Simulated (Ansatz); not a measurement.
Task: an equation of state with a fit of In, space group Im-3m, with Ansatz's Python interface. Give the script and its output. Settings (first run): PBEsol, PAW, cutoff 500 eV, 11×11×11 k-points, Methfessel-Paxton smearing of 0.05 eV.

```cif
data_structure
_symmetry_space_group_name_H-M 'P 1'
_symmetry_Int_Tables_number 1
_cell_length_a 3.2606
_cell_length_b 3.2606
_cell_length_c 3.2606
_cell_angle_alpha 109.471
_cell_angle_beta 109.471
_cell_angle_gamma 109.471
_cell_volume 26.69
loop_
_atom_site_label
_atom_site_type_symbol
_atom_site_fract_x
_atom_site_fract_y
_atom_site_fract_z
_atom_site_occupancy
In1 In 0.00000 0.00000 0.00000 1
```

`run_eos.py`
```python
# -*- coding: utf-8 -*-
import ansatz as az
import numpy as np

VECTORS = np.array([
    [-1.882525, 1.882525, 1.882525],
    [1.882525, -1.882525, 1.882525],
    [1.882525, 1.882525, -1.882525],
])
SITES = [
    ('In', [0.0, 0.0, 0.0]),
]


def on_lattice(cell):
    crystal = az.Crystal(lattice=az.Lattice.of(cell))
    for symbol, position in SITES:
        crystal = crystal.atom(symbol, position)
    return crystal


def main():
    volumes, energies = [], []
    for scale in np.linspace(0.9, 1.1, 9):
        cell = VECTORS * scale ** (1 / 3)
        calculation = (
            on_lattice(cell).calculation()
            .functional(az.Functional.PBESOL)
            .occupations('methfessel_paxton', width=0.05)
            .scf(tolerance=1e-09)
            .pseudopotentials('paw')
            .basis(500)
            .kpoints(11, 11, 11)
        )
        report = calculation.run(threads=1).report
        volumes.append(abs(np.linalg.det(cell)) / len(SITES))
        energies.append(report['free_energy_ev'] / len(SITES))
        print(f'V = {volumes[-1]:8.4f} A^3/atom  F = {energies[-1]:.5f} eV/atom')

    x = np.array(volumes) ** (-2 / 3)
    poly = np.polynomial.Polynomial.fit(x, energies, 3).convert()
    roots = poly.deriv().roots()
    x0 = min((r.real for r in roots if abs(r.imag) < 1e-9 and poly.deriv(2)(r.real) > 0), key=lambda r: abs(r - x.mean()))
    v0 = x0 ** -1.5
    b0 = 4 / 9 * poly.deriv(2)(x0) * v0 ** (-7 / 3) * 160.21766
    b1 = 4 + 2 / 3 * x0 * poly.deriv(3)(x0) / poly.deriv(2)(x0)
    print(f'V0 = {v0:.4f} A^3/atom, B0 = {b0:.1f} GPa, dB/dP = {b1:.2f}')


if __name__ == '__main__':
    main()
```

```console
$ python run_eos.py
V =  24.0173 A^3/atom  F = -5525.37464 eV/atom
V =  24.6845 A^3/atom  F = -5525.38709 eV/atom
V =  25.3516 A^3/atom  F = -5525.39311 eV/atom
V =  26.0188 A^3/atom  F = -5525.39380 eV/atom
V =  26.6859 A^3/atom  F = -5525.39026 eV/atom
V =  27.3531 A^3/atom  F = -5525.38320 eV/atom
V =  28.0202 A^3/atom  F = -5525.37302 eV/atom
V =  28.6874 A^3/atom  F = -5525.36000 eV/atom
V =  29.3545 A^3/atom  F = -5525.34445 eV/atom
V0 = 25.8102 A^3/atom, B0 = 42.8 GPa, dB/dP = 5.35
```

A third-order Birch-Murnaghan fit through the 9 points has its minimum at 25.81 Å³ an atom, 3.3 % below the typed cell, with a bulk modulus of 43 GPa. From that minimum the energy rises by 19.5 meV an atom on the compressed side and 49.7 meV on the expanded side.

What to keep in mind:
- Total energies depend on the potentials; only differences at equal settings carry meaning.
- For a metal this k-point mesh is coarse: on a finer one energies can move by several to tens of meV an atom and pressures by half a GPa or more, differences at one mesh by less.
- This isn't the structure that In takes at ambient conditions.
- It ran for 8.8 s on 1 thread of Intel(R) Xeon(R) Processor @ 2.30GHz, with other jobs on the host, peak memory 0.48 GiB.
